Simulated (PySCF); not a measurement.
# MoOBr: relaxation and vibrations of the doublet

Where does doublet MoOBr go from a bent start, is the end point a minimum, and what are its modes, charges and moments?

Method: PBE0, basis Mo def2-TZVP with ECP28, O def2-TZVP, Br def2-TZVP, scalar-relativistic core potentials, no spin–orbit coupling, density fitting; program: PySCF 2.14.0.

## 1. Starting geometry

3 atoms, charge 0, spin multiplicity 2.

Bond lengths: Mo1–O2 1.780 Å, Mo1–Br3 2.520 Å. Angles: O2–Mo1–Br3 110.0°.

```xyz
3
charge 0 multiplicity 2
Mo    0.0000    0.0000    0.0000
O    -1.4581    0.0000    1.0210
Br    2.0643    0.0000    1.4454
```

## 2. Finding the electronic state

The steps below are one call of a driver around PySCF. For each, scf.py gives the equivalent set-up of the SCF; relaxations use the driver's own optimiser. After this first run the driver tries any further starts and a stability analysis.

File scf.py:

```python
from pyscf import gto, scf, dft
mol = gto.M(atom='''
Mo     0.000000     0.000000     0.000000
O     -1.458100     0.000000     1.021000
Br     2.064300     0.000000     1.445400''',
    basis={'Mo': 'def2-TZVP', 'O': 'def2-TZVP', 'Br': 'def2-TZVP'},
    ecp={'Mo': 'def2-TZVP'},
    charge=0, spin=1)
mf = dft.UKS(mol, xc='PBE0')
mf.grids.atom_grid = (50, 194)
aux = {'Mo': 'def2-universal-JKFIT', 'O': 'def2-universal-JKFIT', 'Br': 'def2-universal-JKFIT'}
mf = mf.density_fit(auxbasis=aux)
mf.conv_tol = 1e-08
mf.diis_space = 10
mf.max_cycle = 60
mf.init_guess = 'minao'
mf.verbose = 4
mf.kernel()
```

Launch:

```console
$ OMP_NUM_THREADS=4 python axn.py task.json out
```

What it wrote:

```text
init E= -2709.64024279956
[... the frontier-level lines of each cycle are left out ...]
cycle= 1 E= -2717.00865765034  delta_E= -7.37  |g|= 0.69  |ddm|= 2.68
cycle= 2 E= -2713.83807458501  delta_E= 3.17  |g|= 2.59  |ddm|= 1.55
cycle= 3 E= -2717.09541416309  delta_E= -3.26  |g|= 0.495  |ddm|= 1.34
cycle= 4 E= -2717.19387794552  delta_E= -0.0985  |g|= 0.211  |ddm|= 0.515
cycle= 5 E= -2717.21480541243  delta_E= -0.0209  |g|= 0.0733  |ddm|= 0.214
cycle= 6 E= -2717.217637353  delta_E= -0.00283  |g|= 0.0283  |ddm|= 0.0762
cycle= 7 E= -2717.21813177616  delta_E= -0.000494  |g|= 0.0118  |ddm|= 0.0281
cycle= 8 E= -2717.21846301604  delta_E= -0.000331  |g|= 0.00525  |ddm|= 0.0376
cycle= 9 E= -2717.21867655808  delta_E= -0.000214  |g|= 0.00354  |ddm|= 0.037
cycle= 10 E= -2717.21884379344  delta_E= -0.000167  |g|= 0.00237  |ddm|= 0.0483
cycle= 11 E= -2717.21888744579  delta_E= -4.37e-05  |g|= 0.00112  |ddm|= 0.0238
cycle= 12 E= -2717.21890231689  delta_E= -1.49e-05  |g|= 0.00113  |ddm|= 0.00916
cycle= 13 E= -2717.21890849862  delta_E= -6.18e-06  |g|= 0.00114  |ddm|= 0.00322
cycle= 14 E= -2717.21889173814  delta_E= 1.68e-05  |g|= 0.000941  |ddm|= 0.00943
cycle= 15 E= -2717.21887246788  delta_E= 1.93e-05  |g|= 0.000824  |ddm|= 0.0171
cycle= 16 E= -2717.21886754133  delta_E= 4.93e-06  |g|= 0.00056  |ddm|= 0.0104
cycle= 17 E= -2717.21886748279  delta_E= 5.85e-08  |g|= 0.000249  |ddm|= 0.00857
cycle= 18 E= -2717.21886766101  delta_E= -1.78e-07  |g|= 0.000101  |ddm|= 0.00166
cycle= 19 E= -2717.21886768078  delta_E= -1.98e-08  |g|= 6.63e-05  |ddm|= 0.000647
cycle= 20 E= -2717.21886768778  delta_E= -7e-09  |g|= 3.6e-05  |ddm|= 0.000197
Extra cycle  E= -2717.21886768574  delta_E= 2.04e-09  |g|= 0.000105  |ddm|= 9.43e-05
converged SCF energy = -2717.21886768574  <S^2> = 0.7704282  2S+1 = 2.0203249
```

This step, with its further starts and checks, ran for 23 s (4 threads of Arm Neoverse V1, shared host).

Energies from each starting density:

| start | energy (Eh) |
| --- | --- |
| the minimal-basis guess | -2717.218868 |
| a thermally smeared density | -2717.230199 |
| a smeared PBE density | -2717.219533 |

The first run landed in a state that is too high. Following the other starts and the instabilities gains 29.8 kJ/mol (-2717.23020 Eh), and the work goes on from there.

## 3. Relaxing the doublet from the bent start

The program finds Cs symmetry in the start, which this walk keeps. The walk stops when the largest gradient is under 0.0003 Eh/bohr and the energy has settled too.

Edit scf.py of step 2 so:

```diff
@@ -3,3 +3,3 @@
-Mo     0.000000     0.000000     0.000000
-O     -1.458100     0.000000     1.021000
-Br     2.064300     0.000000     1.445400''',
+Mo    -0.723939     0.000000    -0.676280
+O     -2.182039     0.000000     0.344720
+Br     1.340361     0.000000     0.769120''',
@@ -16 +15,0 @@
-mf.init_guess = 'minao'
```

Steps of the walk:

| step | energy (Eh) | change (kJ/mol) | largest symmetric gradient (Eh/bohr) |
| --- | --- | --- | --- |
| 0 | -2717.230199 | 0.00 | 0.09095 |
| 1 | -2717.251631 | -56.27 | 0.02405 |
| 2 | -2717.254015 | -62.53 | 0.01111 |
| 3 | -2717.255035 | -65.21 | 0.01488 |
| 4 | -2717.255410 | -66.19 | 0.00632 |
| 5 | -2717.255518 | -66.48 | 0.00105 |
| 6 | -2717.255521 | -66.48 | 0.00012 |

The walk took 23 s.

Geometry (Å) and forces (eV/Å) at some steps:

```
step 0
Mo  -0.724   0.000  -0.676  -3.352   0.000   4.677
O   -2.182   0.000   0.345   4.124   0.000  -3.616
Br   1.340   0.000   0.769  -0.772   0.000  -1.061
step 1
Mo  -0.752   0.000  -0.562   1.236   0.000   0.236
O   -2.151   0.000   0.270  -1.038   0.000   0.181
Br   1.338   0.000   0.730  -0.198   0.000  -0.417
step 3
Mo  -0.721   0.000  -0.443  -0.765   0.000   0.289
O   -2.257   0.000   0.197   0.544   0.000  -0.329
Br   1.412   0.000   0.684   0.222   0.000   0.040
step 6
Mo  -0.734   0.000  -0.397   0.005   0.000   0.001
O   -2.289   0.000   0.162  -0.005   0.000   0.005
Br   1.457   0.000   0.673   0.000   0.000  -0.007
```

After 6 steps and 66.5 kJ/mol it ends at Cs: Mo–Br 2.437 Å, Mo–O 1.652 Å; Br–Mo–O 134.2°.

## 4. Frequencies

On the finer grid the gradient is checked again; gradients at displacements of ±0.02 bohr then give force constants and infrared intensities.

Edit scf.py of step 3 so:

```diff
@@ -3,3 +3,3 @@
-Mo    -0.723939     0.000000    -0.676280
-O     -2.182039     0.000000     0.344720
-Br     1.340361     0.000000     0.769120''',
+Mo    -0.767391     0.000000    -0.484054
+O     -2.322516     0.000000     0.074566
+Br     1.422717     0.000000     0.585256''',
@@ -10 +10 @@
-mf.grids.atom_grid = (50, 194)
+mf.grids.atom_grid = (75, 302)
@@ -13 +13 @@
-mf.conv_tol = 1e-08
+mf.conv_tol = 1e-10
```

The driver hands on the density of the step before, so the log starts near convergence.

SCF at the final geometry:

```text
init E= -2717.25542758953
[... the frontier-level lines of each cycle are left out ...]
cycle= 1 E= -2717.25542758939  delta_E= 1.37e-10  |g|= 2.05e-05  |ddm|= 1.39e-05
cycle= 2 E= -2717.2554275876  delta_E= 1.79e-09  |g|= 7.18e-05  |ddm|= 4.12e-05
cycle= 3 E= -2717.25542758954  delta_E= -1.94e-09  |g|= 2.15e-06  |ddm|= 3.16e-05
cycle= 4 E= -2717.25542758954  delta_E= -3.64e-12  |g|= 4.76e-07  |ddm|= 2.16e-06
Extra cycle  E= -2717.25542758954  delta_E= 4.09e-12  |g|= 5.55e-07  |ddm|= 2.45e-06
converged SCF energy = -2717.25542758954  <S^2> = 1.5905442  2S+1 = 2.7133331
```

The whole step took 93 s.

Geometry: Cs; Mo–Br 2.437 Å, Mo–O 1.652 Å; Br–Mo–O 134.2°.

Harmonic modes (main isotopes):

```
symmetry  ω (cm⁻¹)  IR (km/mol)
      a'       125          8.7
      a'       283         39.1
      a'      1052          235
```

No imaginary mode, so this is a minimum.

Constants and moments:

```
Dipole moment                                                   : 2.33 D
Highest occupied level                                          : -6.27 eV
Lowest empty level                                              : -3.05 eV
Rotational constants                                            : 1.067, 0.04988, 0.04766 cm⁻¹
Zero-point energy                                               : 8.7 kJ/mol
Principal polarisabilities                                      : 48.5, 57.0, 84.5 bohr³
Atomisation energy without zero-point energy                    : 842 kJ/mol
Principal traceless quadrupole moments about the centre of mass : -8.84, 3.16, 5.68 D Å
Entropy at 298.15 K and 1 bar (electronic part: spin only)      : 308.2 J/(mol K)
Heat capacity Cp at 298.15 K                                    : 49.8 J/(mol K)
Enthalpy at 298.15 K above 0 K                                  : 12.96 kJ/mol
Rotational symmetry number                                      : 1
Spin squared ⟨S²⟩                                               : 1.591
```

Populations by atom (charges in e):

| atom | Mulliken | Löwdin | polar tensor | spin (Mulliken) | Mayer order to Mo1 |
| --- | --- | --- | --- | --- | --- |
| Mo1 | 0.94 | 0.26 | 1.36 | 1.13 | – |
| O2 | -0.52 | -0.24 | -0.81 | -0.10 | 2.16 |
| Br3 | -0.42 | -0.01 | -0.55 | -0.03 | 0.98 |

Mulliken populations on Mo1 (outside its core potential): s 2.43, p 6.20, d 4.39, f 0.04.

## 5. What came out

| quantity | value |
| --- | --- |
| minimum | broken-symmetry (Ms = 1/2), Cs |
| geometry | Mo–Br 2.437 Å, Mo–O 1.652 Å; Br–Mo–O 134.2° |
| wavenumbers (cm⁻¹) | 125 (a'), 283 (a'), 1052 (a') |
| dipole moment | 2.33 D |
| highest occupied, lowest empty level (either spin) | -6.27, -3.05 eV |
| polar-tensor charge of Mo1 | +1.36 e |
| zero-point energy | 8.7 kJ/mol |
| entropy at 298.15 K | 308.2 J/(mol K) |
| atomisation energy (no zero-point energy) | 842 kJ/mol |
| ⟨S²⟩ | 1.591 |

The bent start keeps its Cs symmetry and ends in a minimum. The determinant is spin-contaminated (⟨S²⟩ = 1.59 against 0.75), so it is no pure spin state. The strongest infrared band lies at 1052 cm⁻¹ (a', stretch). The first SCF alone would have been 30 kJ/mol too high. Other starts or spin states, not run here, may lie lower. Open d and f shells are described by one determinant, and the ground state may have another occupation or spin.

The search up to here took 2.3 min.
